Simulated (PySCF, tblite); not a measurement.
# C₇H₈FGeN: geometry, infrared bands and NMR shifts

Wanted: the infrared bands and NMR shifts of C₇H₈FGeN (`C#C/C(F)=[CH]\[GeH]1[CH2]C(=N)[CH2]1`), by calculation.

Computed with tblite 0.8.0 and PySCF 2.14.0, with density-fitted response routines of our own, on a single molecule in the gas phase. Atoms count from 0, in the outputs and in this text.

## Step 1: The molecule as given

18 atoms, charge 0, multiplicity 1; geometry from: force field or distance geometry start.

Bonds of the start (Å): C0–C1 1.20, C1–C2 1.45, C2–F3 1.33, C2–C4 1.33, C4–Ge5 1.90, Ge5–C6 1.92, C6–C7 1.51, C7–N8 1.29, C7–C9 1.50, C9–Ge5 1.92, C0–H10 1.08, C4–H11 1.09, Ge5–H12 1.53, C6–H13 1.10, C6–H14 1.10, N8–H15 1.03, C9–H16 1.11, C9–H17 1.12.

## Step 2: Relaxing the molecule with GFN2-xTB

The job: settings as JSON, then the geometry in Å.

```
{"job": {"kind": "relax", "xc": "GFN2-xTB", "basis": "xTB"}, "charge": 0, "multiplicity": 1}
C      2.674100     1.594400    -0.465600
C      2.509600     0.532000     0.064100
C      2.331700    -0.740000     0.733100
F      3.274800    -1.155000     1.581200
C      1.245400    -1.476300     0.515100
Ge    -0.108000    -0.901900    -0.694200
C     -1.925200    -1.097700    -0.099300
C     -1.990300     0.392500     0.148900
N     -2.974400     1.069000     0.645200
C     -0.661400     0.901000    -0.326100
H      2.780000     2.553500    -0.941200
H      1.198300    -2.422400     1.061800
H      0.133900    -1.280000    -2.161300
H     -2.634900    -1.355300    -0.903100
H     -2.074900    -1.696300     0.815300
H     -2.945400     2.093500     0.786000
H     -0.079800     1.440300     0.457000
H     -0.762100     1.555000    -1.228500
```

Run with:

```console
$ OMP_NUM_THREADS=1 python probes_run.py task.json out
```

One launch serves the whole session: the jobs run in the order shown.

**Question.** This job is followed by: GFN2-xTB harmonic vibrations, gas phase; GIAO PBE0/pcSseg-1 NMR shielding, non-relativistic, gas phase. Predict these results of the whole session: strongest single infrared mode (GFN2-xTB); zero-point energy (GFN2-xTB); ¹³C shifts against TMS (PBE0/pcSseg-1); ¹H shifts against TMS (PBE0/pcSseg-1); ¹⁹F shifts against CFCl3 (PBE0/pcSseg-1); ⁷³Ge shifts against GeMe4 (PBE0/pcSseg-1); ¹⁵N shifts against NH3 (PBE0/pcSseg-1).

The runs gave:

| quantity | value |
| --- | --- |
| strongest single infrared mode (GFN2-xTB) | 1867 cm⁻¹, 490 km/mol |
| zero-point energy (GFN2-xTB) | 76.4 kcal/mol |
| ¹³C shifts against TMS (PBE0/pcSseg-1) | 182.5, 158.0, 118.1, 91.8, 80.6, 38.3, 36.2 ppm |
| ¹H shifts against TMS (PBE0/pcSseg-1) | 10.59, 6.07, 5.15, 2.98, 2.78, 2.76, 2.76, 2.70 ppm |
| ¹⁹F shifts against CFCl3 (PBE0/pcSseg-1) | -63.9 ppm |
| ⁷³Ge shifts against GeMe4 (PBE0/pcSseg-1) | -152 ppm |
| ¹⁵N shifts against NH3 (PBE0/pcSseg-1) | 354.3 ppm |

In words: Relaxing lowered the energy by 0.458 eV in 71 steps; the close pair that moved most is Ge5–C6, from 1.922 to 1.996 Å. The lowest mode is imaginary (26i cm⁻¹), so the xTB geometry is not a minimum. The strongest single mode, at 1867 cm⁻¹, moves mainly H12. GFN2-xTB is a fitted tight-binding method: band positions and strengths are rough. Its intensities can rank the bands wrongly. At PBE0/pcSseg-1: Shielding is most anisotropic at N8 (span 580 ppm, paramagnetic term -405 ppm). Spin-orbit coupling is left out, which matters for shieldings and couplings at and beside the heavy atoms.
